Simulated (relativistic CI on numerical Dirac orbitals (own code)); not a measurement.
# Ni: the cost of one run

Program: relativistic CI on numerical Dirac orbitals (own code) version 3. Level of theory: charge-transfer multiplet model of a cubic metal-ligand cluster with up to 2 ligand holes, Slater and spin-orbit integrals from Dirac-Coulomb-Breit ions, Slater integrals scaled by 0.7. These are calculated values, not measurements, unless marked.

### Step 1. The system

| Item | Value |
| --- | --- |
| ion | Ni⁴⁺ (Ni V) |
| nuclear charge | 28 |
| electrons | 24 |
| d electrons | 6 |
| ligand holes at most | 2 |
| parameters | in eV; Veg, Vt2g hoppings, tenDq and tenDqL metal and ligand splittings (negative tenDq: tetrahedral), red the scaling of hopping with a core hole |
| temperature | 300 K |
| widths | Lorentz 1.1 eV, Gauss 0.6 eV |

### Step 2. Delta = 1.4 eV

The run's settings:

```ini
cluster ion=Ni4+ d6 ligand_holes=2 slater_scale=0.7
Delta=1.4 Udd=6.3 Upd=8.2 tenDq=1.65 tenDqL=0.3 Veg=3.55 Vt2g=-1.82 red=1
spectrum xps 1s T=300 lorentz=1.1 gauss=0.6
```

On the command line:

```sh
$ python run_levels.py task.json out
```

One command runs all members of the session, one after another, from task.json.

Q: Estimate wall time and peak memory on 1 thread of Neoverse-V2, shared host.

About 1.4 s, with a peak of 0.19 GiB.
